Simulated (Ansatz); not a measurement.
## WO2(OH)2 in a box, plane waves

Ansatz 0.2.0, DFT PBE, spin-orbit coupling, plane waves, PAW, molecule in a box. The geometry was relaxed with Gaussian bases (r2SCAN; W def2-SVP with ECP60, O def2-SVP, H def2-SVP).

```yaml
crystal:
  lattice:
    - [11.58, 0.0, 0.0]
    - [0.0, 12.91, 0.0]
    - [0.0, 0.0, 11.13]
  atoms:
    - { symbol: W, position: [0.49990501, 0.49987761, 0.50502156] }
    - { symbol: O, position: [0.57675389, 0.5822897, 0.5958805] }
    - { symbol: O, position: [0.42305613, 0.41746476, 0.5958805] }
    - { symbol: O, position: [0.60441796, 0.42303796, 0.40990207] }
    - { symbol: H, position: [0.61120984, 0.348567, 0.40431267] }
    - { symbol: O, position: [0.39539292, 0.5767165, 0.40990207] }
    - { symbol: H, position: [0.38860104, 0.65118745, 0.40431267] }
basis:
  ecutwfc: 420
  ecutrho_ratio: 4
kpoints:
  mp_grid: { grid: [1, 1, 1] }
hamiltonian:
  xc: pbe
scf:
  occupations: { method: gaussian, width: 0.01 }
output:
  forces: true
  eigenvalues: true
  populations: true
  write_density: true
  write_potential: true
  elf: true
  volumetric_format: npy
magnetization:
  noncollinear: true
  spin_orbit: true
```

Command:
```sh
ansatz run input.yaml --threads 2 --pin off --max-ram 5120MiB --backend cpu --events-out ev --progress --plain --runs-dir out
```
It took 16 s on 2 threads of Arm Neoverse V2, with other jobs on the host, peak memory 2 GiB.

Task: How does the SCF go?

Result: 
```
SCF iter   1: F=—  HF=-12719.248178 eV  |F-HF|=—  |Δ(HF+E_count)|=         —  Δρ=4.17e-2
preconditioner: auto → Resta (q_TF=auto, 1.466 Å⁻¹)  ε∞=1.2  [insulator: Δε(μ)=7.710 eV  Ē_g=10.801 eV  σ=0.010 eV  W_gap=1.00  n_
spin=Noncollinear: Resta preconditioning applied to the charge; magnetization (m_x, m_y, m_z) channels mix plain (no charge-respon
SCF iter   2: F=—  HF=-12712.079086 eV  |F-HF|=—  |Δ(HF+E_count)|=    7.17e0  Δρ=1.71e-2
SCF iter   3: F=—  HF=-12711.419636 eV  |F-HF|=—  |Δ(HF+E_count)|=   6.59e-1  Δρ=8.87e-3
...
SCF iter   6: F=—  HF=-12711.207578 eV  |F-HF|=—  |Δ(HF+E_count)|=   1.19e-3  Δρ=2.73e-4
SCF iter   7: F=—  HF=-12711.207703 eV  |F-HF|=—  |Δ(HF+E_count)|=   1.25e-4  Δρ=1.05e-4
SCF iter   8: F=—  HF=-12711.207690 eV  |F-HF|=—  |Δ(HF+E_count)|=   1.28e-5  Δρ=1.76e-5
SCF iter   9: F=—  HF=-12711.207559 eV  |F-HF|=—  |Δ(HF+E_count)|=   1.31e-4  Δρ=3.19e-6
SCF iter  10: F=-12711.207559 eV  HF=-12711.207559 eV  |F-HF|=1.00e-9  |Δ(HF+E_count)|=   7.39e-8  Δρ=5.31e-7
```

Task: Which levels lie next to the highest filled one (eV, counted from it)?

Result: Filled: -1.47, -1.47, -1.25, -1.25, -0.87, -0.87, -0.74, -0.74, 0.00, 0.00. Empty: 4.75, 4.75, 5.00, 5.00, 5.79, 5.79, 5.84, 5.84.

Task: What forces are left at this geometry, relaxed with Gaussian bases (eV/Å)?

Result: 
```
W    0.00  0.00 -0.09
O    0.12  0.08  0.07
O   -0.12 -0.08  0.07
O    0.08  0.20 -0.07
H   -0.08 -0.07  0.05
O   -0.08 -0.20 -0.07
H    0.08  0.07  0.05
```

The forces come from the other functional as well as from the basis.

No frequency check is given that shows the relaxed geometry to be a minimum.
